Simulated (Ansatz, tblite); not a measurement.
# The cluster Bi₈H₁₀O₁₇: rung by rung

One table from this session's results is given with a row withheld; the runs are named, their logs left out.

Program: Ansatz 0.2.0, Gaussian basis. Level of theory: as each input shows. These are calculated values, not measurements.

Plan: GFN1-xTB, GFN2-xTB, PBE-D4/def2-SVP, r2SCAN-D4/def2-SVP, B2PLYP/def2-SVP, B97M-V/def2-SVP, HF/def2-SVP, r2SCAN-D4/def2-mTZVP, MP2/def2-SVP, RPA/def2-SVP.

### The relaxed structure

The singlet was relaxed beforehand with PBE-D4/def2-SVP.

35 atoms, charge 0, spin multiplicity 1.

Bond lengths: Bi1–O9 2.279 Å, Bi1–O10 2.502 Å, Bi1–O11 2.140 Å, Bi1–O12 2.326 Å, Bi2–O20 2.480 Å, Bi2–O21 2.258 Å, Bi2–O24 2.191 Å, Bi2–O25 2.200 Å, Bi3–O12 2.384 Å, Bi3–O13 2.523 Å, Bi3–O15 2.404 Å, Bi3–O18 2.453 Å, Bi3–O19 2.461 Å, Bi3–O21 2.198 Å, Bi4–O10 2.158 Å, Bi4–O14 2.488 Å, Bi4–O20 2.143 Å, Bi4–O23 2.194 Å and more. Angles: O9–Bi1–O10 150.2°, O9–Bi1–O11 86.2°, O9–Bi1–O12 85.5°, O10–Bi1–O11 74.1°, O10–Bi1–O12 73.4°, O11–Bi1–O12 91.9°, O20–Bi2–O21 66.1°, O20–Bi2–O24 145.7°, O20–Bi2–O25 99.1°, O21–Bi2–O24 87.8°, O21–Bi2–O25 84.1°, O24–Bi2–O25 100.0°, O12–Bi3–O13 68.8°, O12–Bi3–O15 72.9°, O12–Bi3–O18 134.1°, O12–Bi3–O19 132.7°, O12–Bi3–O21 77.9°, O13–Bi3–O15 141.2° and more.

Geometry (Å):

```mol
Bi8H10O17
  3D, bonds by distance, orders not assigned

 35 44  0  0  0  0  0  0  0  0999 V2000
   -1.1928   -1.3296    0.6840 Bi  0  0
    2.1405    1.2561    0.5785 Bi  0  0
   -0.7052    0.8542   -2.3135 Bi  0  0
   -0.6544    1.9458    2.8676 Bi  0  0
    1.8488   -1.9733   -1.7856 Bi  0  0
    1.6168   -1.5374    3.3518 Bi  0  0
   -3.2826    1.4886    0.1841 Bi  0  0
   -0.4112    3.6227   -0.3794 Bi  0  0
   -1.4979   -3.1079   -0.7089 O   0  0
   -2.0882    0.6979    1.8460 O   0  0
   -2.9986   -1.9549    1.6474 O   0  0
   -2.3719   -0.1138   -0.9111 O   0  0
   -2.1521    2.6304   -1.2564 O   0  0
   -2.1713    3.3334    1.4655 O   0  0
   -0.2527   -1.5044   -2.2036 O   0  0
    0.4791   -2.8155    2.1024 O   0  0
    1.1160   -3.4614   -0.3300 O   0  0
    0.3688    3.0568   -2.4198 O   0  0
    1.6452    0.2733   -2.7574 O   0  0
    0.6764    3.0003    1.5599 O   0  0
    0.0624    1.3083   -0.3045 O   0  0
    3.3658   -1.3259    2.2236 O   0  0
    0.7228    0.2623    2.5804 O   0  0
    2.2788   -0.8270   -0.0855 O   0  0
    2.7102    2.2866   -1.2802 O   0  0
   -2.4184   -3.4298   -0.6569 H   0  0
   -3.1476   -1.2048    2.2601 H   0  0
   -2.6096    4.1632    1.7411 H   0  0
   -0.9122   -2.1936   -1.7970 H   0  0
    0.9167   -3.0888    1.2000 H   0  0
    0.1625   -3.6886   -0.5264 H   0  0
    1.3312    2.8730   -2.1763 H   0  0
    1.7974    0.2921   -3.7232 H   0  0
    3.0597   -1.3290    1.2544 H   0  0
    2.5675    1.5406   -1.9311 H   0  0
  1  9  8  0
  1 10  8  0
  1 11  8  0
  1 12  8  0
  2 20  8  0
  2 21  8  0
  2 24  8  0
  2 25  8  0
  3 12  8  0
  3 13  8  0
  3 15  8  0
  3 18  8  0
  3 19  8  0
  3 21  8  0
  4 10  8  0
  4 14  8  0
  4 20  8  0
  4 23  8  0
  5 15  8  0
  5 17  8  0
  5 19  8  0
  5 24  8  0
  6 16  8  0
  6 22  8  0
  6 23  8  0
  7 10  8  0
  7 12  8  0
  7 13  8  0
  7 14  8  0
  8 13  8  0
  8 14  8  0
  8 18  8  0
  8 20  8  0
  8 21  8  0
  9 26  8  0
 11 27  8  0
 14 28  8  0
 15 29  8  0
 16 30  8  0
 17 31  8  0
 18 32  8  0
 19 33  8  0
 22 34  8  0
 25 35  8  0
M  END
```

Bi takes a core potential in the def2 sets. No spin-orbit coupling is included.

PBE0-D4/def2-SVP was run before; its log isn't repeated, and its numbers join the tables.

Set-up of the first run:

Tight binding, by tblite at 300 K electronic temperature and without a spin-polarisation term:

```python
tblite.interface.Calculator('GFN1-xTB', numbers, positions, charge=0, uhf=0).singlepoint()
```

Tight binding, by tblite at 300 K electronic temperature and without a spin-polarisation term:

```python
tblite.interface.Calculator('GFN2-xTB', numbers, positions, charge=0, uhf=0).singlepoint()
```

start.molden holds the orbitals of an earlier run on this state, given as this run's starting guess.

Input file in.yaml:

```yaml
crystal:
  periodic: [false, false, false]
  atoms:
    - {symbol: Bi, position_ang: [-1.192802, -1.329570, 0.683978]}
    - {symbol: Bi, position_ang: [2.140462, 1.256060, 0.578528]}
    - {symbol: Bi, position_ang: [-0.705217, 0.854186, -2.313511]}
    - {symbol: Bi, position_ang: [-0.654445, 1.945836, 2.867642]}
    - {symbol: Bi, position_ang: [1.848765, -1.973277, -1.785641]}
    - {symbol: Bi, position_ang: [1.616823, -1.537372, 3.351813]}
    - {symbol: Bi, position_ang: [-3.282554, 1.488562, 0.184070]}
    - {symbol: Bi, position_ang: [-0.411202, 3.622735, -0.379392]}
    - {symbol: O, position_ang: [-1.497895, -3.107886, -0.708875]}
    - {symbol: O, position_ang: [-2.088176, 0.697852, 1.845975]}
    - {symbol: O, position_ang: [-2.998598, -1.954890, 1.647383]}
    - {symbol: O, position_ang: [-2.371891, -0.113815, -0.911061]}
    - {symbol: O, position_ang: [-2.152093, 2.630355, -1.256388]}
    - {symbol: O, position_ang: [-2.171254, 3.333448, 1.465543]}
    - {symbol: O, position_ang: [-0.252721, -1.504367, -2.203590]}
    - {symbol: O, position_ang: [0.479138, -2.815540, 2.102377]}
    - {symbol: O, position_ang: [1.115982, -3.461358, -0.330005]}
    - {symbol: O, position_ang: [0.368827, 3.056766, -2.419792]}
    - {symbol: O, position_ang: [1.645168, 0.273342, -2.757421]}
    - {symbol: O, position_ang: [0.676395, 3.000314, 1.559875]}
    - {symbol: O, position_ang: [0.062419, 1.308333, -0.304475]}
    - {symbol: O, position_ang: [3.365812, -1.325918, 2.223616]}
    - {symbol: O, position_ang: [0.722784, 0.262349, 2.580383]}
    - {symbol: O, position_ang: [2.278792, -0.827019, -0.085546]}
    - {symbol: O, position_ang: [2.710231, 2.286567, -1.280152]}
    - {symbol: H, position_ang: [-2.418371, -3.429832, -0.656885]}
    - {symbol: H, position_ang: [-3.147586, -1.204786, 2.260147]}
    - {symbol: H, position_ang: [-2.609642, 4.163231, 1.741096]}
    - {symbol: H, position_ang: [-0.912237, -2.193611, -1.797029]}
    - {symbol: H, position_ang: [0.916662, -3.088776, 1.199962]}
    - {symbol: H, position_ang: [0.162533, -3.688556, -0.526405]}
    - {symbol: H, position_ang: [1.331221, 2.872971, -2.176308]}
    - {symbol: H, position_ang: [1.797422, 0.292054, -3.723216]}
    - {symbol: H, position_ang: [3.059734, -1.328955, 1.254362]}
    - {symbol: H, position_ang: [2.567525, 1.540577, -1.931058]}
basis:
  gaussian: {orbitals: def2-SVP, fitting: {mean_field: def2-universal-jkfit}, initial_orbitals: start.molden}
hamiltonian: {xc: pbe, dispersion: d4}
scf: {omitted_lower_state_checks: [starts]}
output: {forces: true, orbitals: {seedname: orbitals}}
```

On the command line:

```sh
$ ansatz run in.yaml --threads 2 --pin off --events-out ev --progress --plain --max-ram 32768MiB --backend cuda --devices 0, --max-vram 18GiB
```

Steps of the session up to this table: PBE-D4/def2-SVP; r2SCAN-D4/def2-SVP; B2PLYP/def2-SVP; B97M-V/def2-SVP; HF/def2-SVP; r2SCAN-D4/def2-mTZVP; MP2/def2-SVP; RPA/def2-SVP.

One of the session's tables, all rows but one given; the rest of the session is left out.

It belongs to the step «Binding energy». 

| level | binding an atom (eV) |
| --- | --- |
| HF/def2-SVP | ? |
| PBE-D4/def2-SVP | 3.764 |
| r2SCAN-D4/def2-SVP | 3.509 |
| r2SCAN-D4/def2-mTZVP | 3.475 |
| B97M-V/def2-SVP | 3.618 |
| PBE0-D4/def2-SVP | 3.435 |
| MP2/def2-SVP | 3.248 |

**Question.** Estimate the row for HF/def2-SVP.

**Answer.** binding an atom (eV): 1.579. In the column «binding an atom (eV)» it is the lowest.

Limits of these values: Free atoms were run apart at each level; binding is atoms less cluster, divided by the number of atoms, without zero-point or spin-orbit terms.
